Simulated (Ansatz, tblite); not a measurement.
# n-GeGeGeSiGeGeH14 (SiGe₅H₁₄): a ladder of methods and basis sets

How do method and basis change the picture of n-GeGeGeSiGeGeH14 (SiGe₅H₁₄) (singlet)?

Program: Ansatz 0.2.0, Gaussian basis. Level of theory: as each input shows. These are calculated values, not measurements.

Levels to be run: GFN1-xTB, GFN2-xTB, PBE-D4/def2-TZVP, r2SCAN-D4/def2-TZVP, ωB97M-V/def2-TZVP, PBE-QIDH/def2-TZVP, PBE-D4/def2-SVP, PBE0-D4/def2-SVP, MP2/def2-SVP.

4 further runs of the same task are left out: 2 that didn't finish, 2 set aside as unsound or not needed.

### 1 The relaxed structure

The singlet was relaxed beforehand with PBE-D4/def2-SVP.

20 atoms, charge 0, spin multiplicity 1.

Bond lengths: Ge1–Ge2 2.440 Å, Ge1–H7 1.552 Å, Ge1–H8 1.552 Å, Ge1–H9 1.553 Å, Ge2–Ge3 2.442 Å, Ge2–H10 1.555 Å, Ge2–H11 1.555 Å, Ge3–Si4 2.395 Å, Ge3–H12 1.556 Å, Ge3–H13 1.556 Å, Si4–Ge5 2.400 Å, Si4–H14 1.508 Å, Si4–H15 1.508 Å, Ge5–Ge6 2.441 Å, Ge5–H16 1.556 Å, Ge5–H17 1.556 Å, Ge6–H18 1.552 Å, Ge6–H19 1.552 Å and more. Angles: Ge2–Ge1–H7 109.8°, Ge2–Ge1–H8 111.7°, Ge2–Ge1–H9 109.8°, H7–Ge1–H8 108.5°, H7–Ge1–H9 108.1°, H8–Ge1–H9 108.9°, Ge1–Ge2–Ge3 109.3°, Ge1–Ge2–H10 109.9°, Ge1–Ge2–H11 110.1°, Ge3–Ge2–H10 108.4°, Ge3–Ge2–H11 111.3°, H10–Ge2–H11 107.8°, Ge2–Ge3–Si4 108.4°, Ge2–Ge3–H12 110.1°, Ge2–Ge3–H13 109.7°, Si4–Ge3–H12 109.5°, Si4–Ge3–H13 111.1°, H12–Ge3–H13 108.0° and more.

As a file:

```
Ge    2.2740   -0.2877   -1.4992
Ge    1.6402   -1.4208    0.5669
Ge    1.0509    0.2452    2.2525
Si   -0.6461    1.6716    1.3448
Ge   -2.4009    0.3281    0.4089
Ge   -1.9701   -0.3159   -1.9056
H     1.2906    0.8800   -1.7810
H     2.2529   -1.2539   -2.7131
H     3.7016    0.3063   -1.3554
H     0.4008   -2.3258    0.3163
H     2.8024   -2.3308    1.0554
H     0.5101   -0.4554    3.5325
H     2.3152    1.0609    2.6491
H    -1.2042    2.5799    2.4115
H    -0.0505    2.5345    0.2616
H    -2.5850   -0.9550    1.2701
H    -3.7479    1.1067    0.4471
H    -0.7767   -1.3032   -1.9984
H    -1.6352    0.9409   -2.7515
H    -3.2220   -1.0056   -2.5124
```

PBE0-D4/def2-TZVP was run before; its log isn't repeated, and its numbers join the tables.

### 2 GFN1-xTB

Tight binding, by tblite at 300 K electronic temperature and without a spin-polarisation term:

```python
tblite.interface.Calculator('GFN1-xTB', numbers, positions, charge=0, uhf=0).singlepoint()
```

Energy -482.8297 eV, HOMO -11.53 eV, LUMO -7.93 eV; 0.022 s.

### 3 GFN2-xTB

Tight binding, by tblite at 300 K electronic temperature and without a spin-polarisation term:

```python
tblite.interface.Calculator('GFN2-xTB', numbers, positions, charge=0, uhf=0).singlepoint()
```

Energy -503.3407 eV, HOMO -10.02 eV, LUMO -5.88 eV; 0.015 s.

### 4 PBE-D4/def2-TZVP

start.molden holds the orbitals of an earlier run on this state, given as this run's starting guess.

in.yaml

```yaml
crystal:
  periodic: [false, false, false]
  atoms:
    - {symbol: Ge, position_ang: [2.274005, -0.287652, -1.499163]}
    - {symbol: Ge, position_ang: [1.640240, -1.420850, 0.566894]}
    - {symbol: Ge, position_ang: [1.050895, 0.245244, 2.252536]}
    - {symbol: Si, position_ang: [-0.646081, 1.671613, 1.344818]}
    - {symbol: Ge, position_ang: [-2.400917, 0.328058, 0.408884]}
    - {symbol: Ge, position_ang: [-1.970075, -0.315916, -1.905640]}
    - {symbol: H, position_ang: [1.290561, 0.880039, -1.781034]}
    - {symbol: H, position_ang: [2.252882, -1.253864, -2.713113]}
    - {symbol: H, position_ang: [3.701579, 0.306316, -1.355407]}
    - {symbol: H, position_ang: [0.400795, -2.325834, 0.316339]}
    - {symbol: H, position_ang: [2.802376, -2.330792, 1.055395]}
    - {symbol: H, position_ang: [0.510125, -0.455439, 3.532458]}
    - {symbol: H, position_ang: [2.315218, 1.060850, 2.649052]}
    - {symbol: H, position_ang: [-1.204241, 2.579894, 2.411457]}
    - {symbol: H, position_ang: [-0.050480, 2.534498, 0.261562]}
    - {symbol: H, position_ang: [-2.585010, -0.954967, 1.270080]}
    - {symbol: H, position_ang: [-3.747949, 1.106728, 0.447146]}
    - {symbol: H, position_ang: [-0.776722, -1.303210, -1.998384]}
    - {symbol: H, position_ang: [-1.635233, 0.940904, -2.751525]}
    - {symbol: H, position_ang: [-3.221968, -1.005597, -2.512368]}
basis:
  gaussian: {orbitals: def2-TZVP, initial_orbitals: start.molden}
hamiltonian: {xc: pbe, dispersion: d4}
scf: {omitted_lower_state_checks: [starts]}
output: {orbitals: {seedname: orbitals}}
```

Launch:

```
$ ansatz run in.yaml --threads 4 --pin off --events-out ev --progress --plain --max-ram 6963MiB
```

The runs that follow: r2SCAN-D4/def2-TZVP; ωB97M-V/def2-TZVP; PBE-QIDH/def2-TZVP; PBE-D4/def2-SVP; PBE0-D4/def2-SVP; MP2/def2-SVP.

Before running them: what should the planned runs give, taken together? Wanted: gap in def2-TZVP, named functionals, smallest and largest; correlation energy, MP2/def2-SVP; binding an atom, functionals in def2-TZVP; PBE0 total energy, smallest basis above largest.

The runs gave:

| quantity | value |
| --- | --- |
| gap in def2-TZVP, named functionals, smallest and largest | 5.43 eV (PBE-D4), 10.76 eV (ωB97M-V) |
| correlation energy, MP2/def2-SVP | -34.93 eV |
| binding an atom, functionals in def2-TZVP | 2.72 (PBE-D4) to 2.77 eV (r2SCAN-D4) |
| PBE0 total energy, smallest basis above largest | 38.33 eV (def2-SVP, def2-TZVP) |

What this shows: Over the named functionals in def2-TZVP the gap runs from 5.43 eV (PBE-D4) to 10.76 eV (ωB97M-V); exact exchange widens it.
